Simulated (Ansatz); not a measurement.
Set up this calculation in Ansatz 0.2.0, as the native input.

| Item | Value |
| --- | --- |
| Task | single point |
| Functional | PBEsol |
| Potentials or basis | Ansatz PAW |
| Cutoff | 420 eV (not typed: the program's choice for these potentials) |
| k mesh | 5 × 5 × 5 |
| Occupations | fermi-dirac, width 0.05 eV |
| Spin | collinear spin, ferromagnetic start |
| Starting moments | [4.0, 4.0, 4.0, 4.0, 0.0, 0.0, 0.0, 0.0] μB |
| Fixed moment | 16 μB |

CoSi:

```
Co Si
1.0
     4.43800    0.00000    0.00000
     0.00000    4.43800    0.00000
     0.00000    0.00000    4.43800
Co Si
4 4
Direct
  0.86000 0.64000 0.36000
  0.64000 0.36000 0.86000
  0.36000 0.86000 0.64000
  0.14000 0.14000 0.14000
  0.15700 0.34300 0.65700
  0.34300 0.65700 0.15700
  0.65700 0.15700 0.34300
  0.84300 0.84300 0.84300
```

These files were run (other wordings do the same):

input.yaml

```yaml
crystal:
  lattice:
    - [4.438, 0.0, 0.0]
    - [0.0, 4.438, 0.0]
    - [0.0, 0.0, 4.438]
  atoms:
    - { symbol: Co, position: [0.86, 0.64, 0.36], spin: 4.0 }
    - { symbol: Co, position: [0.64, 0.36, 0.86], spin: 4.0 }
    - { symbol: Co, position: [0.36, 0.86, 0.64], spin: 4.0 }
    - { symbol: Co, position: [0.14, 0.14, 0.14], spin: 4.0 }
    - { symbol: Si, position: [0.157, 0.343, 0.657] }
    - { symbol: Si, position: [0.343, 0.657, 0.157] }
    - { symbol: Si, position: [0.657, 0.157, 0.343] }
    - { symbol: Si, position: [0.843, 0.843, 0.843] }
hamiltonian:
  xc: pbesol
  pseudopotentials: { kind: paw }
magnetization:
  spin_polarized: true
  initial_magnetization: 16.0
  spin_locking: { lock_magnetization: hard }
kpoints:
  mp_grid: { grid: [5, 5, 5] }
scf:
  occupations: { method: fermi_dirac, width: 0.05 }
  lower_state_search: "off"
output:
  forces: true
  stress: true
  eigenvalues: true
```

Potentials or basis: Ansatz PAW.

Command:

```console
$ ansatz run input.yaml --threads 4 --pin off --max-ram 11264MiB --backend cpu --events-out ev --progress --plain --runs-dir out
```

It gave:

The pressure is 61.1 GPa and the largest force is 1.114 eV/Å. The net moment is 16.00 μB per cell. The absolute moment is 16.00 μB per cell and the site moments are Co +2.72; Si +0.50 μB.

Caveat: a pressure of tens of GPa on the cell as given is suspect, and the run, the potentials or the cell itself is likely at fault; the total moment is fixed, so each spin has its own Fermi level; the PAW data sets come from PBE, with cores solved anew for the run's functional, which leaves a small shift of forces and pressure; forces of over 1 eV/Å show positions far from the minimum, so gaps and moduli don't describe the material at rest; the thresholds are loose for stress.

It took 3.3 s on 4 threads of Arm Neoverse V2, with other jobs on the host, peak memory 0.42 GiB.
